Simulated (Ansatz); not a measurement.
# FH3Si: the cost of one run

The runs use Ansatz 0.2.0, Gaussian basis; PBE0-D4/def2-TZVP structures, single points in def2-TZVPP, no counterpoise correction.

Levels: SPW92, PBE-D4, BLYP-D4, r2SCAN-D4, B97M-V, PBE0-D4, B3LYP-D4, r2SCAN0-D4, BHLYP-D4, CAM-B3LYP-D4, wB97X-V, wB97M-V, B2PLYP, PBE-QIDH, RPA on PBE, Hartree-Fock, MP2, CCSD, CCSD(T).

Cores are frozen in the correlated methods. B3LYP uses VWN-RPA correlation. B2PLYP carries no dispersion term here.

113 further runs of the same task are left out: 113 set aside as unsound or not needed.

## 1. The system as given

The complex: 14 atoms, charge 0, spin multiplicity 1.

Atoms are counted from 1 here; the program's logs count them from 0.

Bond lengths: Si1–H3 1.491 Å, Si1–H4 1.480 Å, Si1–H5 1.479 Å, Si1–F9 1.608 Å, C2–H8 1.090 Å, C2–H10 1.090 Å, C2–H11 1.090 Å, C2–H12 1.090 Å, H6–N7 1.013 Å, N7–H13 1.013 Å, N7–H14 1.013 Å. Angles: H3–Si1–H4 107.6°, H3–Si1–H5 107.6°, H3–Si1–F9 103.5°, H4–Si1–H5 113.4°, H4–Si1–F9 111.8°, H5–Si1–F9 112.3°, H8–C2–H10 109.7°, H8–C2–H11 109.3°, H8–C2–H12 109.5°, H10–C2–H11 109.5°, H10–C2–H12 109.4°, H11–C2–H12 109.4°, H6–N7–H13 107.1°, H6–N7–H14 107.7°, H13–N7–H14 107.7°.

As a file:

```
Si   -0.5422   -0.9892   -0.8464
C     0.3039   -0.1596    2.8199
H    -0.8183   -2.1885   -0.0050
H    -0.8609   -1.3435   -2.2470
H    -1.3618    0.1235   -0.3200
H     0.5288    1.9484   -1.7306
N     0.1461    1.2697   -2.3776
H     1.0533   -0.1878    2.0296
F     1.0319   -0.7377   -0.6385
H     0.7640    0.1722    3.7504
H    -0.1139   -1.1568    2.9565
H    -0.4925    0.5309    2.5425
H     0.9025    0.9747   -2.9829
H    -0.5409    1.7436   -2.9508
```

Its parts: SiH₃F holds atoms 1, 3, 4, 5, 9; CH₄ holds atoms 2, 8, 10, 11, 12; NH₃ holds atoms 6, 7, 13, 14. Each part counts its atoms afresh in its own runs.

## 2. Relaxing SiH₃F alone

Contents of relax-a/in.yaml:

```yaml
crystal:
  periodic: [false, false, false]
  atoms:
    - {symbol: Si, position_ang: [-0.542176, -0.989219, -0.846376]}
    - {symbol: H, position_ang: [-0.818278, -2.188526, -0.005021]}
    - {symbol: H, position_ang: [-0.860939, -1.343499, -2.247034]}
    - {symbol: H, position_ang: [-1.361763, 0.123488, -0.319986]}
    - {symbol: F, position_ang: [1.031877, -0.737692, -0.638467]}
basis:
  gaussian: {orbitals: def2-TZVP}
hamiltonian: {xc: pbe0, dispersion: d4}
relax: {f_tol: 0.005, max_steps: 200}
```

Command:

```sh
ansatz run in.yaml --threads 8 --pin off --events-out ev --progress --plain --max-ram 19148MiB
```

**Question.** How long does this run take on 8 threads of AMD EPYC, shared host?

About 3.5 s.
